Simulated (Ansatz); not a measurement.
# Ni (Nickel): the cost of one run

Program: Ansatz 0.2.0. Level of theory: DFT LDA, scalar-relativistic, plane waves, PAW. These are calculated values, not measurements.

## Step 1: The starting structure

Symmetry: Fm-3m, No. 225, cubic system. The conventional cell has a = 3.424 Å, b = 3.424 Å, c = 3.424 Å, α = 90.00°, β = 90.00°, γ = 90.00°. Ni (site symmetry m-3m) is surrounded by 12 Ni at 2.42 Å.

Structure file:

```cif
data_structure
_symmetry_space_group_name_H-M 'Fm-3m'
_symmetry_Int_Tables_number 225
_cell_length_a 3.4241
_cell_length_b 3.4241
_cell_length_c 3.4241
_cell_angle_alpha 90.000
_cell_angle_beta 90.000
_cell_angle_gamma 90.000
_cell_volume 40.15
loop_
_atom_site_label
_atom_site_type_symbol
_atom_site_symmetry_multiplicity
_atom_site_Wyckoff_symbol
_atom_site_fract_x
_atom_site_fract_y
_atom_site_fract_z
_atom_site_occupancy
Ni1 Ni 4 a 0.00000 0.00000 0.00000 1
```

This cell was relaxed beforehand with the same method: volume 10.04 Å³/atom, gap on the mesh none (metal), site moments up to 0.6 μB.

## Step 2: Bulk reference on the slab's mesh

The input, input.yaml:

```yaml
crystal:
  lattice:
    - [2.4211898561, 0.0, 0.0]
    - [0.0, 3.4240795316, 0.0]
    - [1.2105949281, 1.7120397658, 1.2105949281]
  atoms:
    - { symbol: Ni, position: [0.0, 0.0, 0.0], spin: 0.7 }
basis:
  ecutwfc: 420
kpoints:
  mp_grid: { grid: [14, 10, 28] }
hamiltonian:
  xc: lda
scf:
  occupations: { method: gaussian, width: 0.1 }
output:
  forces: true
  stress: true
  eigenvalues: true
  populations: true
magnetization:
  spin_polarized: true
```

Launch:

```
$ ansatz run input.yaml --threads 2 --pin off --max-ram 5120MiB --backend cpu --events-out ev --progress --plain --runs-dir out
```

What time and memory should one allow on 2 threads of Intel Xeon Platinum 8375C at 2.90GHz (Ice Lake), shared host?

About 17 s, with a peak of 0.62 GiB.
